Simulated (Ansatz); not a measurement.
# CH6BSn+ (SMILES B[CH+][SnH3]): single points off equilibrium

The atoms stand at a structure displaced at random from a GFN2-xTB minimum. How far do the functionals agree with CCSD(T) there?

Program: Ansatz 0.2.0, Gaussian basis. Level of theory: single points in def2-TZVPP. These are calculated values, not measurements.

Correlated methods freeze the cores. Filled d shells of the heavier atoms are correlated. Core potentials replace the inner electrons past krypton, and spin-orbit coupling is left out.

## (1) Where the work starts

SMILES `B[CH+][SnH3]`, 9 atoms, charge 1, spin multiplicity 1.

Atoms are counted from 1 here; the program's logs count them from 0.

Bond lengths: B1–C2 1.466 Å, B1–H4 1.256 Å, B1–H5 1.206 Å, C2–Sn3 2.297 Å, C2–H6 1.111 Å, Sn3–H7 1.771 Å, Sn3–H8 1.695 Å, Sn3–H9 1.704 Å. Angles: C2–B1–H4 122.1°, C2–B1–H5 125.4°, H4–B1–H5 112.1°, B1–C2–Sn3 125.2°, B1–C2–H6 123.9°, Sn3–C2–H6 110.9°, C2–Sn3–H7 96.4°, C2–Sn3–H8 106.8°, C2–Sn3–H9 101.4°, H7–Sn3–H8 116.6°, H7–Sn3–H9 109.5°, H8–Sn3–H9 121.6°.

As a file:

```xyz
9

B    -0.7231    1.0550   -1.2612
C     0.3314    0.6929   -0.3089
Sn    0.3019   -1.1487    1.0633
H    -0.7518    0.5983   -2.4313
H    -1.7114    1.6943   -0.9998
H     1.2534    1.2912   -0.1488
H     1.8104   -1.8621    0.4699
H    -1.1256   -1.9947    0.7191
H     0.5715   -0.4367    2.5875
```

## (2) CCSD(T)/def2-TZVPP

The input, run/in.yaml:

```yaml
crystal:
  periodic: [false, false, false]
  atoms:
    - {symbol: B, position_ang: [-0.723100, 1.055000, -1.261200]}
    - {symbol: C, position_ang: [0.331400, 0.692900, -0.308900]}
    - {symbol: Sn, position_ang: [0.301900, -1.148700, 1.063300]}
    - {symbol: H, position_ang: [-0.751800, 0.598300, -2.431300]}
    - {symbol: H, position_ang: [-1.711400, 1.694300, -0.999800]}
    - {symbol: H, position_ang: [1.253400, 1.291200, -0.148800]}
    - {symbol: H, position_ang: [1.810400, -1.862100, 0.469900]}
    - {symbol: H, position_ang: [-1.125600, -1.994700, 0.719100]}
    - {symbol: H, position_ang: [0.571500, -0.436700, 2.587500]}
basis:
  gaussian: {orbitals: def2-TZVPP}
total_charge: 1
correlation: {method: ccsd_t}
output: {forces: true}
```

The command line of these runs was not kept.

## (3) PBE0-D4/def2-TZVPP

Edit run/in.yaml of step 2 so:

```diff
@@ -15,3 +15,3 @@
 total_charge: 1
-correlation: {method: ccsd_t}
-output: {forces: true}
+hamiltonian: {xc: pbe0, dispersion: d4}
+output: {forces: true, orbitals: {seedname: orbitals}}
```

## (4) wB97M-V/def2-TZVPP

Edit run/in.yaml of step 3 so:

```diff
@@ -15,3 +15,3 @@
 total_charge: 1
-hamiltonian: {xc: pbe0, dispersion: d4}
-output: {forces: true, orbitals: {seedname: orbitals}}
+hamiltonian: {xc: {name: wB97M-V}}
+output: {forces: true}
```

## (5) r2SCAN-D4/def2-TZVPP

Edit run/in.yaml of step 4 so:

```diff
@@ -15,3 +15,3 @@
 total_charge: 1
-hamiltonian: {xc: {name: wB97M-V}}
+hamiltonian: {xc: r2scan, dispersion: d4}
 output: {forces: true}
```

## (6) PBE-D4/def2-TZVPP

Edit run/in.yaml of step 5 so:

```diff
@@ -15,3 +15,3 @@
 total_charge: 1
-hamiltonian: {xc: r2scan, dispersion: d4}
+hamiltonian: {xc: pbe, dispersion: d4}
 output: {forces: true}
```

## (7) LC-wPBE/def2-TZVPP

Edit run/in.yaml of step 6 so:

```diff
@@ -15,3 +15,3 @@
 total_charge: 1
-hamiltonian: {xc: pbe, dispersion: d4}
+hamiltonian: {xc: {name: LC-wPBE}}
 output: {forces: true}
```

## (8) r2SCANh-D4/def2-TZVPP

Edit run/in.yaml of step 7 so:

```diff
@@ -15,3 +15,3 @@
 total_charge: 1
-hamiltonian: {xc: {name: LC-wPBE}}
+hamiltonian: {xc: {name: r2SCANh}, dispersion: d4}
 output: {forces: true}
```

(Steps that only read results are left out.)

**Question.** What will these runs give? Wanted: energy less free atoms, CCSD(T)/def2-TZVPP; RMS force component; RMS force error; HOMO and LUMO, PBE0-D4; T1 diagnostic.

As calculated:

| quantity | value |
| --- | --- |
| energy less free atoms, CCSD(T)/def2-TZVPP | -18.610 eV |
| RMS force component | 0.338 to 0.495 eV/Å over the methods |
| RMS force error | PBE0-D4 0.182, wB97M-V 0.115, r2SCAN-D4 0.234, PBE-D4 0.332, LC-wPBE 0.107, r2SCANh-D4 0.194 eV/Å |
| HOMO and LUMO, PBE0-D4 | -14.04 and -9.59 eV |
| T1 diagnostic | 0.022 |

What this shows: Against CCSD(T) the functionals' energies less atoms differ by -0.981 to -0.201 eV, PBE-D4 by -0.981 eV. CCSD(T) in triple zeta still lacks some correlation energy of the bonds, so part of these gaps is its own basis error and they don't rank the functionals. For forces LC-wPBE does best and PBE-D4 worst. Frozen-core CCSD(T) forces in triple zeta carry basis errors of their own, and this is one geometry, so small gaps rank nothing.
